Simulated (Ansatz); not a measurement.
**C3H7FSi: one species, many methods**

How much do the methods differ for C3H7FSi? The plan is to run it at one geometry with functionals of several rungs and with coupled cluster, and see how far each lands from CCSD(T) at the basis-set limit for the atomisation energy.

Program: Ansatz 0.2.0, Gaussian basis. Level of theory: functionals in def2-TZVPP, the program's frozen cores in correlated methods. These are calculated values, not measurements.

The runs, in order: LDA (SPW92), PBE-D4, revPBE-D4, BLYP-D4, r2SCAN-D4, B97M-V, PBE0-D4, B3LYP-D4, r2SCANh-D4, r2SCAN0-D4, HSE06-D4, BHLYP-D4, CAM-B3LYP-D4, LC-ωPBE, ωB97X-V, ωB97M-V, B2PLYP, PBE-QIDH; CCSD(T)/def2-SVP; CCSD(T)/def2-TZVPP; MP2/def2-QZVPP; extrapolation to the limit; RPA on PBE.

### Step 1. Structure used throughout

An earlier PBE0-D4 in a triple-zeta def2 set relaxation fixed the geometry.

SMILES `C[C@@H]1C[Si@@H]1F`, 12 atoms, charge 0, spin multiplicity 1.

Atoms are counted from 1 here; the program's logs count them from 0.

Bond lengths: C1–C2 1.509 Å, C1–H6 1.092 Å, C1–H7 1.093 Å, C1–H8 1.095 Å, C2–C3 1.577 Å, C2–Si4 1.828 Å, C2–H9 1.089 Å, C3–Si4 1.821 Å, C3–H10 1.086 Å, C3–H11 1.088 Å, Si4–F5 1.598 Å, Si4–H12 1.475 Å. Angles: C2–C1–H6 111.2°, C2–C1–H7 111.5°, C2–C1–H8 111.2°, H6–C1–H7 107.3°, H6–C1–H8 108.0°, H7–C1–H8 107.5°, C1–C2–C3 117.1°, C1–C2–Si4 124.2°, C1–C2–H9 113.4°, C3–C2–Si4 64.2°, C3–C2–H9 112.5°, Si4–C2–H9 115.9°, C2–C3–Si4 64.6°, C2–C3–H10 117.0°, C2–C3–H11 113.8°, Si4–C3–H10 122.5°, Si4–C3–H11 118.1°, H10–C3–H11 112.3° and more.

### Step 2. LDA

This LDA is Slater exchange with PW92 correlation.

Contents of in.yaml:

```yaml
crystal:
  periodic: [false, false, false]
  atoms:
    - {symbol: C, position_ang: [-1.414812, 0.268969, -0.555241]}
    - {symbol: C, position_ang: [-0.072487, -0.408684, -0.432311]}
    - {symbol: C, position_ang: [0.472246, -0.662630, 1.025321]}
    - {symbol: Si, position_ang: [1.478939, 0.455664, -0.000892]}
    - {symbol: F, position_ang: [1.438914, 2.022562, 0.307829]}
    - {symbol: H, position_ang: [-1.612226, 0.570022, -1.586628]}
    - {symbol: H, position_ang: [-1.466872, 1.169992, 0.061825]}
    - {symbol: H, position_ang: [-2.224088, -0.395936, -0.235718]}
    - {symbol: H, position_ang: [0.032565, -1.281296, -1.075306]}
    - {symbol: H, position_ang: [0.785896, -1.673957, 1.264961]}
    - {symbol: H, position_ang: [-0.144019, -0.224750, 1.807358]}
    - {symbol: H, position_ang: [2.802945, 0.104745, -0.547201]}
basis:
  gaussian: {orbitals: def2-TZVPP}
hamiltonian: {xc: lda}
output: {orbitals: {seedname: orbitals}}
```

Command:

```bash
$ ansatz run in.yaml --threads 4 --pin off --events-out ev --progress --plain --max-ram 10444MiB
```

After this run come: PBE-D4 (GGA); revPBE-D4 (GGA); BLYP-D4 (GGA); r2SCAN-D4 (meta-GGA); B97M-V (meta-GGA); PBE0-D4 (hybrid); B3LYP-D4 (hybrid); r2SCANh-D4 (hybrid); r2SCAN0-D4 (hybrid); HSE06-D4 (hybrid); BHLYP-D4 (hybrid); CAM-B3LYP-D4 (range-separated); LC-ωPBE (range-separated); ωB97X-V (range-separated); ωB97M-V (range-separated); B2PLYP (double hybrid); PBE-QIDH (double hybrid); CCSD(T) in def2-SVP; CCSD(T) in def2-TZVPP; MP2 in def2-QZVPP; RPA on PBE orbitals.

Before running them: what should the planned runs give, taken together? Wanted: atomisation energy, CCSD(T)/CBS; farthest beyond LDA; mean size of error, GGA; mean size of error, meta-GGA; mean size of error, hybrid; mean size of error, range-separated; mean size of error, double hybrid; gap, smallest and largest; T1 diagnostic.

**Answer**, as computed:

| quantity | value |
| --- | --- |
| atomisation energy, CCSD(T)/CBS | 4669.6 kJ/mol |
| functionals within 23.3 kJ/mol (0.5 %) | r2SCAN-D4, B97M-V, PBE0-D4, B3LYP-D4, r2SCANh-D4, HSE06-D4, CAM-B3LYP-D4, LC-ωPBE, ωB97X-V, ωB97M-V, PBE-QIDH |
| farthest beyond LDA | BHLYP-D4 (-121.0 kJ/mol) |
| mean size of error, GGA | 46.2 kJ/mol |
| mean size of error, meta-GGA | 15.6 kJ/mol |
| mean size of error, hybrid | 35.3 kJ/mol |
| mean size of error, range-separated | 9.9 kJ/mol |
| mean size of error, double hybrid | 30.9 kJ/mol |
| gap, smallest and largest | 5.16 eV (LDA (SPW92)), 12.26 eV (LC-ωPBE) |
| T1 diagnostic | 0.0106 |
| triples share of the correlation energy | 3.6 % |

**Reading.** LDA overbinds by 635.2 kJ/mol (14 %). PBE-D4 is off by +76.4 kJ/mol. Double hybrids carry the basis error of their MP2 part in triple zeta, and no dispersion term here, so their miss is partly the set-up's. The rungs range-separated, meta-GGA miss on average by less than the doubt on the reference (23.3 kJ/mol), so they tie. Misses under about 23.3 kJ/mol are within the doubt on the reference itself, which lacks core-valence correlation, relativity and higher excitations. Hartree-Fock recovers 75 % of the binding; the rest is correlation. CCSD(T) in def2-SVP is off by -243.7 kJ/mol, worse than the median functional, from the basis alone. Orbital gaps span 5.2 to 12.3 eV; exact exchange widens them.
